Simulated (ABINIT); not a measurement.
Here is an ABINIT 10.8.3 (patched build) calculation.

run.abi

```
# Pseudopotentials
pp_dirpath "./"
pseudos "Sn.upf, Al.upf"

# Structure
acell 3*1.0 Angstrom
rprim
     4.1981056157     0.0000000000     0.0000000000
    -2.0990528078     3.6356661109     0.0000000000
     0.0000000000     0.0000000000     3.3068470000
ntypat 2
znucl 50 13
natom 2
typat 1 2
xred
     0.3314630000     0.6605900000     0.4958650000
     0.0056420000     0.0042750000    -0.0054530000
chkprim 0
chksymtnons 0
tolsym 1.0e-6

# Plane-wave basis
ecut 36.0

# k points
kptopt 1
ngkpt 7 7 8
nshiftk 1
shiftk 0.0 0.0 0.0

# Exchange and correlation
ixc -116133

# Bands and occupations
nband 13
occopt 3
tsmear 0.05 eV

# SCF cycle
nstep 100
tolvrs 1.0e-10

# Output
iomode 3
prtwf 0
prtden 0
prteig 0
prtebands 0
```

Potentials or basis: PseudoDojo NC SR PBEsol v0.4.1 standard.

The run is started by

```bash
$ abinit run.abi > log 2>&1
```

Problem. What does it give for the largest force?

Solution. 0.144 eV/Å.

Problem. Estimate the band gap on the k mesh.

Solution. None (metal or under the smearing width).

Problem. What does it give for the pressure?

Solution. -1.8 GPa.

Forces on the atoms (eV/Å):
```
Sn   0.033  0.140 -0.007
Al  -0.033 -0.140  0.007
```
